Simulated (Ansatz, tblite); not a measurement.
# C24H14S5: one state, many levels

The task here is to estimate one member of a computed series from the others.

Method: as each input shows; program: Ansatz 0.2.0, Gaussian basis.

Levels to be run: GFN1-xTB, GFN2-xTB, PBE-D4/def2-TZVP, r2SCAN-D4/def2-TZVP, B3LYP-D4/def2-TZVP, revPBE-D4/def2-TZVP, r2SCAN0-D4/def2-TZVP, LC-ωPBE(0.10)/def2-SVP, LC-ωPBE(0.15)/def2-SVP, LC-ωPBE(0.20)/def2-SVP, LC-ωPBE(0.30)/def2-SVP, PBE-D4/def2-SVP, PBE0-D4/def2-SVP, MP2/def2-SVP, RPA/def2-SVP.

## The geometry

The geometry is that of the singlet, from an earlier relaxation (PBE-D4/def2-SVP).

SMILES `Sc1sc(-c2sc(-c3sc(S)c4ccccc34)c3ccccc23)c2ccccc12`, 43 atoms, charge 0, spin multiplicity 1.

Bond lengths: S1–C2 1.760 Å, S1–H30 1.371 Å, C2–S3 1.734 Å, C2–C29 1.409 Å, S3–C4 1.740 Å, C4–C5 1.443 Å, C4–C24 1.418 Å, C5–S6 1.739 Å, C5–C23 1.417 Å, S6–C7 1.739 Å, C7–C8 1.443 Å, C7–C18 1.417 Å, C8–S9 1.740 Å, C8–C17 1.418 Å, S9–C10 1.734 Å, C10–S11 1.759 Å, C10–C12 1.409 Å, S11–H31 1.371 Å and more. Angles: C2–S1–H30 98.2°, S1–C2–S3 121.4°, S1–C2–C29 127.8°, S3–C2–C29 110.7°, C2–S3–C4 93.9°, S3–C4–C5 120.3°, S3–C4–C24 110.1°, C5–C4–C24 129.6°, C4–C5–S6 120.0°, C4–C5–C23 129.9°, S6–C5–C23 110.1°, C5–S6–C7 94.2°, S6–C7–C8 120.0°, S6–C7–C18 110.2°, C8–C7–C18 129.9°, C7–C8–S9 120.3°, C7–C8–C17 129.6°, S9–C8–C17 110.1° and more.

PBE0-D4/def2-TZVP was run before; its log isn't repeated, and its numbers join the tables.

Set-up of the first run:

Tight binding, by tblite at 300 K electronic temperature and without a spin-polarisation term:

```python
tblite.interface.Calculator('GFN1-xTB', numbers, positions, charge=0, uhf=0).singlepoint()
```

Tight binding, by tblite at 300 K electronic temperature and without a spin-polarisation term:

```python
tblite.interface.Calculator('GFN2-xTB', numbers, positions, charge=0, uhf=0).singlepoint()
```

start.molden holds the orbitals of an earlier run on this state, given as this run's starting guess.

in.yaml reads:

```yaml
crystal:
  periodic: [false, false, false]
  atoms:
    - {symbol: S, position_ang: [-6.157122, 1.296676, 3.200827]}
    - {symbol: C, position_ang: [-4.908661, 0.805393, 2.062336]}
    - {symbol: S, position_ang: [-3.281925, 1.389197, 2.199850]}
    - {symbol: C, position_ang: [-2.694424, 0.415481, 0.883035]}
    - {symbol: C, position_ang: [-1.305432, 0.477510, 0.495469]}
    - {symbol: S, position_ang: [-0.062369, 0.469458, 1.710841]}
    - {symbol: C, position_ang: [1.238623, 0.596592, 0.564594]}
    - {symbol: C, position_ang: [2.603603, 0.663528, 1.027686]}
    - {symbol: S, position_ang: [3.024252, 1.681994, 2.373686]}
    - {symbol: C, position_ang: [4.703507, 1.253659, 2.327600]}
    - {symbol: S, position_ang: [5.856905, 1.984283, 3.436854]}
    - {symbol: C, position_ang: [4.956842, 0.348245, 1.277779]}
    - {symbol: C, position_ang: [6.208788, -0.235154, 0.917766]}
    - {symbol: C, position_ang: [6.252851, -1.161662, -0.107513]}
    - {symbol: C, position_ang: [5.062714, -1.553335, -0.798121]}
    - {symbol: C, position_ang: [3.835118, -0.996022, -0.483759]}
    - {symbol: C, position_ang: [3.755226, -0.009700, 0.546062]}
    - {symbol: C, position_ang: [0.724039, 0.641666, -0.754803]}
    - {symbol: C, position_ang: [1.451352, 0.839256, -1.968185]}
    - {symbol: C, position_ang: [0.764790, 0.941043, -3.165127]}
    - {symbol: C, position_ang: [-0.662194, 0.873376, -3.204114]}
    - {symbol: C, position_ang: [-1.400356, 0.704523, -2.046296]}
    - {symbol: C, position_ang: [-0.725512, 0.573388, -0.794327]}
    - {symbol: C, position_ang: [-3.748532, -0.366809, 0.345714]}
    - {symbol: C, position_ang: [-3.678378, -1.355165, -0.683038]}
    - {symbol: C, position_ang: [-4.825343, -2.037602, -1.051125]}
    - {symbol: C, position_ang: [-6.079208, -1.776739, -0.414066]}
    - {symbol: C, position_ang: [-6.179553, -0.850353, 0.607352]}
    - {symbol: C, position_ang: [-5.014066, -0.134070, 1.017517]}
    - {symbol: H, position_ang: [-6.603978, 2.408765, 2.534557]}
    - {symbol: H, position_ang: [5.914083, 0.966938, 4.353665]}
    - {symbol: H, position_ang: [7.111600, 0.065321, 1.470702]}
    - {symbol: H, position_ang: [7.213488, -1.617325, -0.392261]}
    - {symbol: H, position_ang: [5.127091, -2.317217, -1.587782]}
    - {symbol: H, position_ang: [2.922031, -1.313687, -1.007022]}
    - {symbol: H, position_ang: [2.546102, 0.929844, -1.938038]}
    - {symbol: H, position_ang: [1.322214, 1.099180, -4.100754]}
    - {symbol: H, position_ang: [-1.180267, 0.980100, -4.169178]}
    - {symbol: H, position_ang: [-2.498756, 0.690711, -2.076618]}
    - {symbol: H, position_ang: [-2.714237, -1.575562, -1.162689]}
    - {symbol: H, position_ang: [-4.773373, -2.803451, -1.839881]}
    - {symbol: H, position_ang: [-6.971231, -2.336478, -0.735244]}
    - {symbol: H, position_ang: [-7.130313, -0.655808, 1.126025]}
basis:
  gaussian: {orbitals: def2-TZVP, fitting: {mean_field: def2-universal-jkfit}, initial_orbitals: start.molden}
hamiltonian: {xc: pbe, dispersion: d4}
scf: {omitted_lower_state_checks: [starts]}
output: {orbitals: {seedname: orbitals}}
```

On the command line:

```sh
$ ansatz run in.yaml --threads 2 --pin off --events-out ev --progress --plain --max-ram 22528MiB --backend cuda --devices 0, --max-vram 18GiB
```

Among the steps run: PBE-D4/def2-TZVP; r2SCAN-D4/def2-TZVP; B3LYP-D4/def2-TZVP; revPBE-D4/def2-TZVP; r2SCAN0-D4/def2-TZVP; LC-ωPBE(0.10)/def2-SVP; LC-ωPBE(0.15)/def2-SVP; LC-ωPBE(0.20)/def2-SVP; LC-ωPBE(0.30)/def2-SVP; PBE-D4/def2-SVP; PBE0-D4/def2-SVP; MP2/def2-SVP; RPA/def2-SVP.

One of the session's tables, all rows but one given; the rest of the session is left out.

It belongs to the step «Binding energy». 

| level | binding an atom (eV) |
| --- | --- |
| HF/def2-SVP | 3.760 |
| PBE-D4/def2-SVP | 5.531 |
| PBE-D4/def2-TZVP | 5.455 |
| revPBE-D4/def2-TZVP | 5.313 |
| r2SCAN-D4/def2-TZVP | 5.253 |
| B3LYP-D4/def2-TZVP | 5.189 |
| PBE0-D4/def2-SVP | 5.389 |
| PBE0-D4/def2-TZVP | ? |
| r2SCAN0-D4/def2-TZVP | 5.144 |
| MP2/def2-SVP | 5.152 |

Estimate the missing values for PBE0-D4/def2-TZVP.

The run gave: binding an atom (eV): 5.314. In the column «binding an atom (eV)» it lies between revPBE-D4/def2-TZVP (5.313) and PBE0-D4/def2-SVP (5.389).

To keep in mind: Free atoms were run apart at each level; binding is atoms less cluster, divided by the number of atoms, without zero-point or spin-orbit terms.
